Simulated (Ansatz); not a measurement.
# Ca2CuO3: the cost of one run

Program: Ansatz 0.2.0. Level of theory: DFT PBEsol+U (U_eff = 3 eV on Cu d), plane waves, PAW. These are calculated values, not measurements.

### 1 The structure to begin with

It takes space group Immm (No. 71, orthorhombic). The conventional cell has a = 3.259 Å, b = 3.779 Å, c = 12.239 Å, α = 90.00°, β = 90.00°, γ = 90.00°. Ca (site symmetry mm2) is surrounded by 7 O at 2.33 to 2.50 Å. Cu (site symmetry mmm) is surrounded by 4 O at 1.89 to 1.96 Å. Around O (site symmetry mm2) lie 1 Cu at 1.96 Å and 5 Ca at 2.33 to 2.50 Å. Around O (site symmetry mmm) lie 2 Cu at 1.89 Å and 4 Ca at 2.45 Å.

Structure file:

```cif
data_structure
_symmetry_space_group_name_H-M 'P 1'
_symmetry_Int_Tables_number 1
_cell_length_a 6.6086
_cell_length_b 6.6086
_cell_length_c 6.6086
_cell_angle_alpha 151.450
_cell_angle_beta 146.773
_cell_angle_gamma 44.364
_cell_volume 75.37
loop_
_atom_site_label
_atom_site_type_symbol
_atom_site_fract_x
_atom_site_fract_y
_atom_site_fract_z
_atom_site_occupancy
Ca1 Ca 0.85000 0.35000 0.50000 1
Ca2 Ca 0.15000 0.65000 0.50000 1
Cu1 Cu 0.50000 0.00000 0.50000 1
O1 O 0.66000 0.16000 0.50000 1
O2 O 0.34000 0.84000 0.50000 1
O3 O 0.00000 0.00000 0.00000 1
```

Magnetic order typed: ferromagnetic.

### 2 From atoms, symmetry kept, no search

Contents of input.yaml:

```yaml
crystal:
  lattice:
    - [-1.6295, 1.8895, 6.11950002]
    - [1.6295, -1.8895, 6.11950002]
    - [1.6295, 1.8895, -6.11950002]
  atoms:
    - { symbol: Ca, position: [0.85, 0.35, 0.5] }
    - { symbol: Ca, position: [0.15, 0.65, 0.5] }
    - { symbol: Cu, position: [0.5, 0.0, 0.5], spin: 1.0 }
    - { symbol: O, position: [0.66, 0.16, 0.5] }
    - { symbol: O, position: [0.34, 0.84, 0.5] }
    - { symbol: O, position: [0.0, 0.0, 0.0] }
basis:
  ecutwfc: 420
  ecutrho_ratio: 4
kpoints:
  mp_grid: { grid: [8, 8, 8] }
hamiltonian:
  xc: pbesol
  hubbard: { sites: [{ site: 2, l: d, u_eff: 3.0 }] }
scf:
  occupations: { method: gaussian, width: 0.05 }
  lower_state_search: "off"
  max_iter: 150
output:
  forces: true
  stress: true
  eigenvalues: true
  populations: true
  hubbard: { sites: [{ site: 2, l: d }] }
magnetization:
  spin_polarized: true
```

On the command line:

```console
ansatz run input.yaml --threads 4 --pin off --max-ram 6144MiB --backend cpu --events-out ev --progress --plain --runs-dir out
```

What time and memory should one allow on 4 threads of Arm Neoverse V1, shared host?

About 17 s, with a peak of 0.77 GiB.
